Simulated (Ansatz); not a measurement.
Crystal: Hf2Cd.

```
Hf Cd
1.0
    -1.53125    1.53125    6.88326
     1.53125   -1.53125    6.88326
     1.53125    1.53125   -6.88326
Hf Cd
2 1
Cartesian
  0.0000 0.0000 4.5148
  0.0000 0.0000 9.2517
  0.0000 0.0000 0.0000
```

The cell comes from a database or a generator and needn't be the stable form of this composition.

| Property | Result |
| --- | --- |
| Program | Ansatz 0.2.0 |
| Task | relaxation of cell and atoms |
| Functional | revPBE |
| Potentials or basis | Ansatz PAW |
| Cutoff | 420 eV (not typed: the program's choice for these potentials) |
| k mesh | 12 × 12 × 12 |
| Occupations | fermi-dirac, width 0.05 eV |
| Spin | no spin polarisation |

At the start: volume 21.52 Å³/atom.

Problem. How do energy, volume and symmetry change on relaxing?

Solution. It ends after 5 steps and the volume is 22.54 Å³/atom (+4.8 %); space group I4/mmm (No. 139, to 0.05 Å).

Step by step:
```tsv
step	energy change (eV)	largest force (eV/Å)	volume (Å³)
1	0.0000	0.0443	64.56
2	-0.0369	0.0195	67.56
3	-0.0370	0.0076	67.60
4	-0.0371	0.0035	67.63
5	-0.0381	0.0034	67.63
```

Final structure:
```cif
data_structure
_symmetry_space_group_name_H-M 'P 1'
_symmetry_Int_Tables_number 1
_cell_length_a 7.3514
_cell_length_b 7.3514
_cell_length_c 7.3514
_cell_angle_alpha 155.618
_cell_angle_beta 155.618
_cell_angle_gamma 34.752
_cell_volume 67.63
loop_
_atom_site_label
_atom_site_type_symbol
_atom_site_fract_x
_atom_site_fract_y
_atom_site_fract_z
_atom_site_occupancy
Hf1 Hf 0.32671 0.32671 0.00000 1
Hf2 Hf 0.67329 0.67329 0.00000 1
Cd1 Cd 0.00000 0.00000 0.00000 1
```

Caveat: the plane-wave basis is chosen anew once the cell has moved, so the energies of steps on either side of that aren't comparable; the PAW data sets come from PBE, with cores solved anew for the run's functional, which leaves a small shift of forces and pressure.
